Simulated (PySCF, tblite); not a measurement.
# SeCl4: changes of charge

Wanted: changes of charge for SeCl4 (`Cl[Se](Cl)(Cl)Cl`).

Computed with tblite 0.8.0 and PySCF 2.14.0 and routines of our own; the level stands in each step. Atoms count from 0.

## 1. The starting structure

5 atoms, charge 0, multiplicity 1; geometry from: start built from the parent or by distance geometry.

## 2. Geometry optimisation with GFN2-xTB

Job settings and geometry (Å):

```
{"job": {"kind": "relax", "xc": "GFN2-xTB", "basis": "xTB"}, "charge": 0, "multiplicity": 1}
Se    -0.302200    -0.431800    -0.009400
Cl    -0.319300    -0.390700     2.299300
Cl    -0.257300    -0.389300    -2.326400
Cl     1.800400    -0.392100    -0.006300
Cl    -0.904300     1.609700     0.008300
```

Command:

```sh
$ OMP_NUM_THREADS=1 python redox_run.py task.json out
```

The driver reads the jobs from task.json and runs them one after another.

The log of the run:

```text
step      E/eV     max force
  0    -583.13632    0.249
  1    -583.13846    0.169
  2    -583.14105    0.060
  3    -583.14130    0.061
  4    -583.14201    0.050
  5    -583.14218    0.031
  6    -583.14225    0.024
  7    -583.14228    0.019
  8    -583.14232    0.022
  9    -583.14235    0.017
 10    -583.14236    0.009
```

Wall time 0.06 s (1 thread of Arm Neoverse V2, shared host).

Step by step:

```csv
step,energy from step 0 (eV),largest force (eV/Å)
0,0.0000,0.2489
1,-0.0021,0.1694
2,-0.0047,0.0602
3,-0.0050,0.0615
4,-0.0057,0.0498
5,-0.0059,0.0305
6,-0.0059,0.0236
7,-0.0060,0.0193
8,-0.0060,0.0219
9,-0.0060,0.0168
10,-0.0060,0.0095
```

Distances of close pairs at the start and the end, largest changes first:

| bond | before (Å) | after (Å) | change (Å) |
| --- | --- | --- | --- |
| Se0–Cl3 | 2.103 | 2.122 | +0.019 |
| Se0–Cl1 | 2.309 | 2.326 | +0.017 |
| Se0–Cl2 | 2.318 | 2.327 | +0.009 |
| Se0–Cl4 | 2.129 | 2.123 | -0.006 |

The end geometry stands in the next job.

## 3. Vibrational analysis with GFN2-xTB

Job settings and geometry (Å):

```
{"job": {"kind": "ir", "xc": "GFN2-xTB", "basis": "xTB"}, "charge": 0, "multiplicity": 1}
Se    -0.311013    -0.426608    -0.011094
Cl    -0.309520    -0.400217     2.315037
Cl    -0.265387    -0.383314    -2.337210
Cl     1.810360    -0.394616     0.008632
Cl    -0.907196     1.610460    -0.009736
```

The log of the run:

```text
mode    cm-1     km/mol
  1      79.3      3.24
  2     112.5      6.39
  3     171.3      5.55
  4     176.3      0.00
  5     194.5     10.52
  6     253.4      0.00
  7     308.9    206.71
  8     340.6     15.39
  9     368.6      4.81
ZPE 11.995  H(298)-E 34.684  G(298)-E -76.330 kJ/mol  S 372.34 J/(mol K)
```

It took 0.16 s on 1 thread of Arm Neoverse V2, shared host.

The strongest bands and the atoms that carry them (share of the mass-weighted mode):

```
cm⁻¹  km/mol                                   atoms
  79     3.2  Cl1 26 %, Cl2 26 %, Cl4 23 %, Cl3 23 %
 112     6.4            Cl1 32 %, Cl2 32 %, Se0 25 %
 171     5.5            Se0 37 %, Cl3 23 %, Cl4 23 %
 194    10.5  Cl4 29 %, Cl3 28 %, Se0 17 %, Cl1 13 %
 309   206.7            Se0 44 %, Cl1 28 %, Cl2 28 %
 341    15.4            Cl4 34 %, Se0 33 %, Cl3 33 %
 369     4.8            Cl3 34 %, Cl4 32 %, Se0 22 %
```

## 4. Optimising the geometry at BP86-D3(BJ)/def2-SVP

Job settings and geometry (Å):

```
{"job": {"xc": "BP86", "basis": "def2-SVP", "d3": "d3bj", "grid": 1, "kind": "geom"}, "charge": 0, "multiplicity": 1}
Se    -0.311013    -0.426608    -0.011094
Cl    -0.309520    -0.400217     2.315037
Cl    -0.265387    -0.383314    -2.337210
Cl     1.810360    -0.394616     0.008632
Cl    -0.907196     1.610460    -0.009736
```

The log of the run:

```text
step   0  E = -4241.93287121  max force = 0.030850
step   1  E = -4241.94025073  max force = 0.002378
step   2  E = -4241.94107619  max force = 0.001073
step   3  E = -4241.94122126  max force = 0.000322
step   4  E = -4241.94121912  max force = 0.000183
step   5  E = -4241.94120906  max force = 0.000341
step   6  E = -4241.94120402  max force = 0.000291
step   7  E = -4241.94120533  max force = 0.000199
optimisation converged
```

Run time: 35 s. Hardware: 1 thread of Arm Neoverse V2, shared host; peak memory 0.38 GiB.

Along the way:

```csv
step,energy from step 0 (eV),largest force component (eV/Å)
0,0.0000,1.5864
1,-0.2008,0.1223
2,-0.2233,0.0552
3,-0.2272,0.0166
4,-0.2272,0.0094
5,-0.2269,0.0175
6,-0.2267,0.0150
7,-0.2268,0.0102
```

Distances of close pairs at the start and the end, largest changes first:

```
   bond  before (Å)  after (Å)  change (Å)
Se0–Cl3       2.122      2.229      +0.107
Se0–Cl4       2.123      2.225      +0.102
Se0–Cl2       2.327      2.362      +0.035
Se0–Cl1       2.326      2.361      +0.035
```

The next job starts from the end point, and lists it.

| at the end point | value |
| --- | --- |
| point group (found at 0.08 Å tolerance) | C2v |
| rotational constants (GHz, main isotopes) | 1.549, 1.009, 0.853 |
| dipole moment (D) | 0.10 |

## 5. Single point (SeCl₄): B3LYP-D3(BJ)/ma-def2-SVP

Geometry: BP86-D3(BJ)/def2-SVP.

Job settings and geometry (Å):

```
{"job": {"kind": "sp", "xc": "B3LYP", "basis": "ma-def2-SVP", "d3": "d3bj", "grid": 2}, "charge": 0, "multiplicity": 1}
Se    -0.232489    -0.369547    -0.011529
Cl    -0.440779    -0.625241     2.326538
Cl    -0.387882    -0.599346    -2.357340
Cl     1.984411    -0.137746     0.019473
Cl    -0.910383     1.749649    -0.005861
```

The log of the run:

```text
coarse grid: 32600 points
cycle   1  E = -4241.4007277066  dE = -4.240e-01  |g| = 7.929e-01  |ddm| = 3.116e+00
cycle   2  E = -4240.3186961043  dE =  1.082e+00  |g| = 2.108e+00  |ddm| = 4.131e+00
cycle   3  E = -4241.5615182285  dE = -1.243e+00  |g| = 2.963e-01  |ddm| = 3.036e+00
cycle   4  E = -4241.5840248259  dE = -2.251e-02  |g| = 1.341e-01  |ddm| = 6.410e-01
cycle   5  E = -4241.5898992132  dE = -5.874e-03  |g| = 1.372e-02  |ddm| = 2.157e-01
cycle   6  E = -4241.5899598762  dE = -6.066e-05  |g| = 5.290e-03  |ddm| = 2.928e-02
cycle   7  E = -4241.5899642013  dE = -4.325e-06  |g| = 4.065e-03  |ddm| = 1.588e-02
cycle   8  E = -4241.5899701099  dE = -5.909e-06  |g| = 8.212e-04  |ddm| = 7.845e-03
final grid: 60064 points
cycle   9  E = -4241.5899110453  dE =  6.059e-07  |g| = 1.558e-03  |ddm| = 4.300e-03
cycle  10  E = -4241.5899076949  dE =  3.350e-06  |g| = 3.417e-03  |ddm| = 8.348e-03
cycle  11  E = -4241.5899118856  dE = -4.191e-06  |g| = 3.127e-04  |ddm| = 5.871e-03
cycle  12  E = -4241.5899119186  dE = -3.294e-08  |g| = 3.774e-05  |ddm| = 5.380e-04
cycle  13  E = -4241.5899119190  dE = -4.111e-10  |g| = 1.041e-05  |ddm| = 7.723e-05
converged SCF energy = -4241.5899119190
```

It took 4.3 s on 1 thread of Arm Neoverse V2, shared host; peak memory 0.53 GiB.

## 6. Single point (SeCl4+ (doublet)): B3LYP-D3(BJ)/ma-def2-SVP

Geometry: BP86-D3(BJ)/def2-SVP, that of another charge or spin state.

Job settings and geometry (Å):

```
{"job": {"kind": "sp", "xc": "B3LYP", "basis": "ma-def2-SVP", "d3": "d3bj", "grid": 2}, "charge": 1, "multiplicity": 2}
Se    -0.232489    -0.369547    -0.011529
Cl    -0.440779    -0.625241     2.326538
Cl    -0.387882    -0.599346    -2.357340
Cl     1.984411    -0.137746     0.019473
Cl    -0.910383     1.749649    -0.005861
```

The log of the run:

```text
final grid: 60064 points
cycle   1  E = -4241.2069107036  dE = -9.823e-11  |g| = 8.777e-05  |ddm| = 2.656e-04
converged SCF energy = -4241.2069107036
```

Run time: 55 s. Hardware: 1 thread of Arm Neoverse V2, shared host; peak memory 0.56 GiB.

## 7. Geometry optimisation with GFN2-xTB

This step treats SeCl₄+ (doublet), labelled `Cl[Se+](Cl)(Cl)Cl` (the label fixes atoms and charge, not where charge and spin sit).

Job settings and geometry (Å):

```
{"job": {"kind": "relax", "xc": "GFN2-xTB", "basis": "xTB"}, "charge": 1, "multiplicity": 2}
Se    -0.216200    -0.375700    -0.016800
Cl    -0.451500    -0.616600     2.303500
Cl    -0.370400    -0.607000    -2.354100
Cl     1.981900    -0.123100    -0.001100
Cl    -0.913600     1.745800     0.005500
```

The log of the run:

```text
step      E/eV     max force
  0    -568.74830    1.823
  1    -568.84024    1.374
  2    -568.94424    0.407
  3    -568.95191    0.224
  4    -568.95362    0.202
  5    -568.96225    0.134
  6    -568.96297    0.127
  7    -568.97160    0.164
  8    -568.97265    0.141
  9    -568.97405    0.083
 10    -568.97442    0.067
 11    -568.97484    0.079
 12    -568.97533    0.096
 13    -568.97588    0.082
 14    -568.97615    0.039
 15    -568.97621    0.012
 16    -568.97623    0.014
 17    -568.97624    0.016
 18    -568.97627    0.016
 19    -568.97630    0.012
 20    -568.97632    0.008
```

Run time: 0.11 s. Hardware: 1 thread of Arm Neoverse V2, shared host.

Along the way:

| step | energy from step 0 (eV) | largest force (eV/Å) |
| --- | --- | --- |
| 0 | 0.0000 | 1.8228 |
| 1 | -0.0919 | 1.3740 |
| 2 | -0.1959 | 0.4071 |
| 3 | -0.2036 | 0.2244 |
| 4 | -0.2053 | 0.2019 |
| 5 | -0.2140 | 0.1341 |
| 6 | -0.2147 | 0.1274 |
| 7 | -0.2233 | 0.1637 |
| 8 | -0.2244 | 0.1410 |
| 9 | -0.2258 | 0.0832 |
| 10 | -0.2261 | 0.0669 |
| 11 | -0.2265 | 0.0794 |
| 12 | -0.2270 | 0.0958 |
| 13 | -0.2276 | 0.0816 |
| 14 | -0.2278 | 0.0391 |
| 15 | -0.2279 | 0.0123 |
| 16 | -0.2279 | 0.0137 |
| 17 | -0.2279 | 0.0162 |
| 18 | -0.2280 | 0.0155 |
| 19 | -0.2280 | 0.0117 |
| 20 | -0.2280 | 0.0077 |

Close pairs (by a distance rule), those that changed most:

```
   bond  before (Å)  after (Å)  change (Å)
Se0–Cl4       2.233      2.107      -0.126
Se0–Cl3       2.213      2.106      -0.106
Se0–Cl2       2.354      2.305      -0.048
Se0–Cl1       2.345      2.308      -0.037
```

The next job starts from the end point, and lists it.

## 8. Harmonic vibrations with GFN2-xTB

Job settings and geometry (Å):

```
{"job": {"kind": "ir", "xc": "GFN2-xTB", "basis": "xTB"}, "charge": 1, "multiplicity": 2}
Se    -0.159719    -0.247271    -0.017315
Cl    -0.486300    -0.722343     2.217282
Cl    -0.426798    -0.696323    -2.262614
Cl     1.937953    -0.059192     0.013156
Cl    -0.835014     1.748604    -0.013598
```

The log of the run:

```text
mode    cm-1     km/mol
  1      81.8      0.80
  2      84.8      0.53
  3     134.0      0.01
  4     161.1      1.79
  5     162.2      0.68
  6     179.6     73.54
  7     266.3      0.03
  8     354.7      9.44
  9     374.0      1.59
ZPE 10.757  H(298)-E 34.330  G(298)-E -80.910 kJ/mol  S 386.51 J/(mol K)
```

Wall time 0.17 s (1 thread of Arm Neoverse V2, shared host).

Which atoms move in the most intense modes:

```
cm⁻¹  km/mol                                   atoms
  82     0.8  Cl1 33 %, Cl2 33 %, Cl4 15 %, Cl3 10 %
  85     0.5  Cl1 27 %, Cl2 27 %, Se0 26 %, Cl3 12 %
 161     1.8            Cl4 34 %, Cl3 34 %, Se0 26 %
 162     0.7  Cl3 26 %, Cl4 25 %, Cl1 18 %, Cl2 18 %
 180    73.5            Se0 51 %, Cl1 25 %, Cl2 24 %
 355     9.4            Se0 36 %, Cl4 33 %, Cl3 31 %
 374     1.6            Cl3 38 %, Cl4 36 %, Se0 23 %
```

## 9. Relaxing the molecule at BP86-D3(BJ)/def2-SVP

This step treats SeCl₄+ (doublet), labelled `Cl[Se+](Cl)(Cl)Cl` (the label fixes atoms and charge, not where charge and spin sit).

Job settings and geometry (Å):

```
{"job": {"xc": "BP86", "basis": "def2-SVP", "d3": "d3bj", "grid": 1, "kind": "geom"}, "charge": 1, "multiplicity": 2}
Se    -0.159719    -0.247271    -0.017315
Cl    -0.486300    -0.722343     2.217282
Cl    -0.426798    -0.696323    -2.262614
Cl     1.937953    -0.059192     0.013156
Cl    -0.835014     1.748604    -0.013598
```

The log of the run:

```text
step   0  E = -4241.57698018  max force = 0.017873
step   1  E = -4241.58047636  max force = 0.003112
step   2  E = -4241.58221862  max force = 0.002396
step   3  E = -4241.58347255  max force = 0.005109
step   4  E = -4241.58352390  max force = 0.007418
step   5  E = -4241.58365693  max force = 0.006433
step   6  E = -4241.58386474  max force = 0.003383
step   7  E = -4241.58388618  max force = 0.001580
step   8  E = -4241.58393311  max force = 0.000925
step   9  E = -4241.58397090  max force = 0.000445
step  10  E = -4241.58399073  max force = 0.000323
step  11  E = -4241.58399584  max force = 0.000563
step  12  E = -4241.58399821  max force = 0.000204
optimisation converged
```

It took 77 s on 1 thread of Arm Neoverse V2, shared host; peak memory 0.37 GiB.

The steps of the relaxation:

| step | energy from step 0 (eV) | largest force component (eV/Å) |
| --- | --- | --- |
| 0 | 0.0000 | 0.9191 |
| 1 | -0.0951 | 0.1600 |
| 2 | -0.1425 | 0.1232 |
| 3 | -0.1767 | 0.2627 |
| 4 | -0.1781 | 0.3814 |
| 5 | -0.1817 | 0.3308 |
| 6 | -0.1873 | 0.1740 |
| 7 | -0.1879 | 0.0812 |
| 8 | -0.1892 | 0.0476 |
| 9 | -0.1902 | 0.0229 |
| 10 | -0.1908 | 0.0166 |
| 11 | -0.1909 | 0.0290 |
| 12 | -0.1910 | 0.0105 |

Close pairs (by a distance rule), those that changed most:

| bond | before (Å) | after (Å) | change (Å) |
| --- | --- | --- | --- |
| Se0–Cl3 | 2.106 | 2.231 | +0.124 |
| Se0–Cl4 | 2.107 | 2.208 | +0.101 |
| Se0–Cl2 | 2.305 | 2.212 | -0.094 |
| Se0–Cl1 | 2.308 | 2.230 | -0.078 |

The next job starts from the end point, and lists it.

| at the end point | value |
| --- | --- |
| rotational constants (GHz, main isotopes) | 1.123, 1.100, 1.077 |
| ⟨S²⟩ | 0.753 |

## 10. Single point (SeCl₄): B3LYP-D3(BJ)/ma-def2-SVP

Geometry: BP86-D3(BJ)/def2-SVP, that of another charge or spin state.

Job settings and geometry (Å):

```
{"job": {"kind": "sp", "xc": "B3LYP", "basis": "ma-def2-SVP", "d3": "d3bj", "grid": 2}, "charge": 0, "multiplicity": 1}
Se     0.021566    -0.010217    -0.002071
Cl    -0.637737    -0.917491     1.925010
Cl    -0.944553    -1.043025    -1.702504
Cl     2.237403    -0.089654    -0.245621
Cl    -0.654244     2.090853    -0.048660
```

The log of the run:

```text
coarse grid: 32600 points
cycle   1  E = -4241.4160385990  dE = -2.740e-01  |g| = 7.314e-01  |ddm| = 3.436e+00
cycle   2  E = -4240.8979983803  dE =  5.180e-01  |g| = 1.614e+00  |ddm| = 4.082e+00
cycle   3  E = -4241.5670815309  dE = -6.691e-01  |g| = 7.400e-02  |ddm| = 2.737e+00
cycle   4  E = -4241.5655957264  dE =  1.486e-03  |g| = 9.320e-02  |ddm| = 2.861e-01
cycle   5  E = -4241.5686610351  dE = -3.065e-03  |g| = 1.283e-02  |ddm| = 1.931e-01
cycle   6  E = -4241.5687115725  dE = -5.054e-05  |g| = 9.645e-04  |ddm| = 2.627e-02
cycle   7  E = -4241.5687114148  dE =  1.577e-07  |g| = 1.198e-03  |ddm| = 3.935e-03
final grid: 60064 points
cycle   8  E = -4241.5686529272  dE =  2.192e-06  |g| = 2.754e-03  |ddm| = 7.778e-03
cycle   9  E = -4241.5686411429  dE =  1.178e-05  |g| = 6.353e-03  |ddm| = 1.778e-02
cycle  10  E = -4241.5686556498  dE = -1.451e-05  |g| = 8.491e-05  |ddm| = 1.241e-02
cycle  11  E = -4241.5686556520  dE = -2.139e-09  |g| = 2.895e-05  |ddm| = 2.085e-04
converged SCF energy = -4241.5686556520
```

Wall time 3.7 s (1 thread of Arm Neoverse V2, shared host); peak memory 0.52 GiB.

## 11. Single point (SeCl₄+ (doublet), Cl[Se+](Cl)(Cl)Cl): B3LYP-D3(BJ)/ma-def2-SVP

Geometry: BP86-D3(BJ)/def2-SVP.

Job settings and geometry (Å):

```
{"job": {"kind": "sp", "xc": "B3LYP", "basis": "ma-def2-SVP", "d3": "d3bj", "grid": 2}, "charge": 1, "multiplicity": 2}
Se     0.021566    -0.010217    -0.002071
Cl    -0.637737    -0.917491     1.925010
Cl    -0.944553    -1.043025    -1.702504
Cl     2.237403    -0.089654    -0.245621
Cl    -0.654244     2.090853    -0.048660
```

The log of the run:

```text
final grid: 60064 points
cycle   1  E = -4241.1985311134  dE = -2.991e-03  |g| = 1.803e-01  |ddm| = 6.142e-01
cycle   2  E = -4241.1668144097  dE =  3.172e-02  |g| = 3.023e-01  |ddm| = 7.824e-01
cycle   3  E = -4241.2151798842  dE = -4.837e-02  |g| = 4.432e-02  |ddm| = 5.044e-01
cycle   4  E = -4241.2161637050  dE = -9.838e-04  |g| = 3.517e-03  |ddm| = 5.849e-02
cycle   5  E = -4241.2161758602  dE = -1.216e-05  |g| = 2.130e-03  |ddm| = 9.797e-03
cycle   6  E = -4241.2161780116  dE = -2.151e-06  |g| = 1.718e-03  |ddm| = 6.459e-03
cycle   7  E = -4241.2161805065  dE = -2.495e-06  |g| = 3.582e-04  |ddm| = 3.596e-03
cycle   8  E = -4241.2161806196  dE = -1.131e-07  |g| = 1.324e-04  |ddm| = 9.265e-04
cycle   9  E = -4241.2161806317  dE = -1.210e-08  |g| = 3.927e-05  |ddm| = 2.748e-04
cycle  10  E = -4241.2161806328  dE = -1.059e-09  |g| = 1.421e-05  |ddm| = 8.698e-05
converged SCF energy = -4241.2161806328
```

Wall time 6.5 s (1 thread of Arm Neoverse V2, shared host); peak memory 0.54 GiB.

## 12. Single point (SeCl4): B3LYP-D3(BJ)/ma-def2-SVP in acetonitrile

Geometry: BP86-D3(BJ)/def2-SVP.

Job settings and geometry (Å):

```
{"job": {"kind": "sp", "xc": "B3LYP", "basis": "ma-def2-SVP", "d3": "d3bj", "grid": 2, "solvent": "acetonitrile"}, "charge": 0, "multiplicity": 1}
Se    -0.232489    -0.369547    -0.011529
Cl    -0.440779    -0.625241     2.326538
Cl    -0.387882    -0.599346    -2.357340
Cl     1.984411    -0.137746     0.019473
Cl    -0.910383     1.749649    -0.005861
```

The log of the run:

```text
final grid: 60064 points
cycle   1  E = -4241.5973957288  dE = -2.585e-04  |g| = 5.118e-02  |ddm| = 1.990e-01
cycle   2  E = -4241.5957951426  dE =  1.601e-03  |g| = 9.157e-02  |ddm| = 2.430e-01
cycle   3  E = -4241.5982314844  dE = -2.436e-03  |g| = 7.386e-03  |ddm| = 1.503e-01
cycle   4  E = -4241.5982429519  dE = -1.147e-05  |g| = 1.876e-03  |ddm| = 1.243e-02
cycle   5  E = -4241.5982439869  dE = -1.035e-06  |g| = 3.660e-04  |ddm| = 3.309e-03
cycle   6  E = -4241.5982440428  dE = -5.586e-08  |g| = 6.211e-05  |ddm| = 1.039e-03
cycle   7  E = -4241.5982440438  dE = -1.039e-09  |g| = 1.830e-05  |ddm| = 1.056e-04
converged SCF energy = -4241.5982440438
```

Run time: 3 s. Hardware: 1 thread of Arm Neoverse V2, shared host; peak memory 0.54 GiB.

## 13. Single point (SeCl4+ (doublet), Cl[Se+](Cl)(Cl)Cl): B3LYP-D3(BJ)/ma-def2-SVP in acetonitrile

Geometry: BP86-D3(BJ)/def2-SVP.

Job settings and geometry (Å):

```
{"job": {"kind": "sp", "xc": "B3LYP", "basis": "ma-def2-SVP", "d3": "d3bj", "grid": 2, "solvent": "acetonitrile"}, "charge": 1, "multiplicity": 2}
Se     0.021566    -0.010217    -0.002071
Cl    -0.637737    -0.917491     1.925010
Cl    -0.944553    -1.043025    -1.702504
Cl     2.237403    -0.089654    -0.245621
Cl    -0.654244     2.090853    -0.048660
```

The log of the run:

```text
final grid: 60064 points
cycle   1  E = -4241.3009446029  dE =  6.165e-04  |g| = 5.490e-02  |ddm| = 1.578e-01
cycle   2  E = -4241.2964785499  dE =  4.466e-03  |g| = 1.063e-01  |ddm| = 2.559e-01
cycle   3  E = -4241.3027876160  dE = -6.309e-03  |g| = 5.822e-03  |ddm| = 1.640e-01
cycle   4  E = -4241.3028009146  dE = -1.330e-05  |g| = 1.640e-04  |ddm| = 6.440e-03
cycle   5  E = -4241.3028009131  dE =  1.478e-09  |g| = 1.894e-04  |ddm| = 5.849e-04
cycle   6  E = -4241.3028009356  dE = -2.252e-08  |g| = 4.088e-05  |ddm| = 3.509e-04
cycle   7  E = -4241.3028009368  dE = -1.150e-09  |g| = 1.141e-05  |ddm| = 7.537e-05
converged SCF energy = -4241.3028009368
```

It took 5 s on 1 thread of Arm Neoverse V2, shared host; peak memory 0.55 GiB.

## 14. Changes of charge: B3LYP-D3(BJ)/ma-def2-SVP

This step combines the energies above: geometries from BP86-D3(BJ)/def2-SVP, zero-point and thermal terms from GFN2-xTB.

Job settings and geometry (Å):

```
{"job": {"kind": "rx", "dirs": [1], "deep": 3, "geom": {"xc": "BP86", "basis": "def2-SVP", "d3": "d3bj", "grid": 1}, "level": {"xc": "B3LYP", "basis": "ma-def2-SVP", "d3": "d3bj", "solvents": ["acetonitrile"]}}, "charge": 0, "multiplicity": 1}
Se    -0.232489    -0.369547    -0.011529
Cl    -0.440779    -0.625241     2.326538
Cl    -0.387882    -0.599346    -2.357340
Cl     1.984411    -0.137746     0.019473
Cl    -0.910383     1.749649    -0.005861
```

Output (the driver's rows laid out field by field):

```text
ionisation and electron attachment, B3LYP-D3(BJ)/ma-def2-SVP // BP86-D3(BJ)/def2-SVP

row 1
  change                  oxidation
  charge                  1
  multiplicity            2
  vertical_ev             10.422
  vertical_s2             0.772
  formula                 Cl4Se
  smiles                  Cl[Se+](Cl)(Cl)Cl
  kept                    yes
  pieces                  1
  adiabatic_electronic_ev 10.1697
  adiabatic_ev            10.1569
  free_energy_ev          10.1061
  s2                      0.763
  bonds_moved             0 2 2.362 2.212; 0 1 2.361 2.23; 0 4 2.225 2.208
  spin_on                 3 Cl 0.265; 1 Cl 0.261; 2 Cl 0.216; 4 Cl 0.2
  charge_moved            2 Cl 0.342; 1 Cl 0.335; 0 Se 0.114; 4 Cl 0.107
  vertical_back_ev        9.5913
  relaxation_parent_ev    0.5784
  relaxation_ion_ev       0.2522
  reorganisation_ev       0.8306
  solution                solvent acetonitrile, absolute_potential_v 7.9758, solvation_parent_kj -21.88, solvation_ion_kj -227.42
```

It took 3.2 min on 1 thread of Arm Neoverse V2, shared host; peak memory 0.55 GiB.

Energy taken up on oxidation, or given off on reduction (eV; adiabatic with zero-point energy):

| change | product | vertical | adiabatic | free energy | reorganisation | ⟨S²⟩ |
| --- | --- | --- | --- | --- | --- | --- |
| oxidation (multiplicity 2) | Cl[Se+](Cl)(Cl)Cl | 10.42 | 10.16 | 10.11 | 0.83 | 0.76 |

On oxidation to multiplicity 2 charge changes most on Cl2 (+0.34 e), Cl1 (+0.34 e), Se0 (+0.11 e); the spin sits on Cl3 (0.27), Cl1 (0.26), Cl2 (0.22); the bond Se0–Cl2 goes from 2.362 to 2.212 Å; the absolute potential is 7.98 V in acetonitrile.

## 15. Single point (SeCl₄): LC-wPBE/def2-SVP

Geometry: BP86-D3(BJ)/def2-SVP.

Job settings and geometry (Å):

```
{"job": {"kind": "sp", "xc": "LC-wPBE", "basis": "def2-SVP", "grid": 2}, "charge": 0, "multiplicity": 1}
Se    -0.232489    -0.369547    -0.011529
Cl    -0.440779    -0.625241     2.326538
Cl    -0.387882    -0.599346    -2.357340
Cl     1.984411    -0.137746     0.019473
Cl    -0.910383     1.749649    -0.005861
```

The log of the run:

```text
coarse grid: 32600 points
cycle   1  E = -4240.3519208012  dE = -5.172e-01  |g| = 8.723e-01  |ddm| = 2.669e+00
cycle   2  E = -4240.2913152545  dE =  6.061e-02  |g| = 1.112e+00  |ddm| = 2.335e+00
cycle   3  E = -4240.5754126492  dE = -2.841e-01  |g| = 4.518e-02  |ddm| = 1.166e+00
cycle   4  E = -4240.5763836967  dE = -9.710e-04  |g| = 2.219e-02  |ddm| = 1.015e-01
cycle   5  E = -4240.5766570561  dE = -2.734e-04  |g| = 6.965e-03  |ddm| = 4.779e-02
cycle   6  E = -4240.5767937812  dE = -1.367e-04  |g| = 2.461e-03  |ddm| = 5.978e-02
cycle   7  E = -4240.5768115636  dE = -1.778e-05  |g| = 8.771e-04  |ddm| = 2.607e-02
cycle   8  E = -4240.5768129908  dE = -1.427e-06  |g| = 3.338e-04  |ddm| = 6.527e-03
final grid: 60064 points
cycle   9  E = -4240.5764855699  dE =  8.022e-09  |g| = 3.550e-04  |ddm| = 1.880e-03
cycle  10  E = -4240.5764858448  dE = -2.749e-07  |g| = 3.367e-04  |ddm| = 1.068e-03
cycle  11  E = -4240.5764856668  dE =  1.780e-07  |g| = 8.888e-05  |ddm| = 4.851e-04
cycle  12  E = -4240.5764856807  dE = -1.390e-08  |g| = 5.001e-05  |ddm| = 4.301e-04
cycle  13  E = -4240.5764856882  dE = -7.496e-09  |g| = 1.286e-05  |ddm| = 5.499e-04
converged SCF energy = -4240.5764856882
```

It took 6.6 s on 1 thread of Arm Neoverse V2, shared host; peak memory 0.44 GiB.

[end of part 1 of 2]
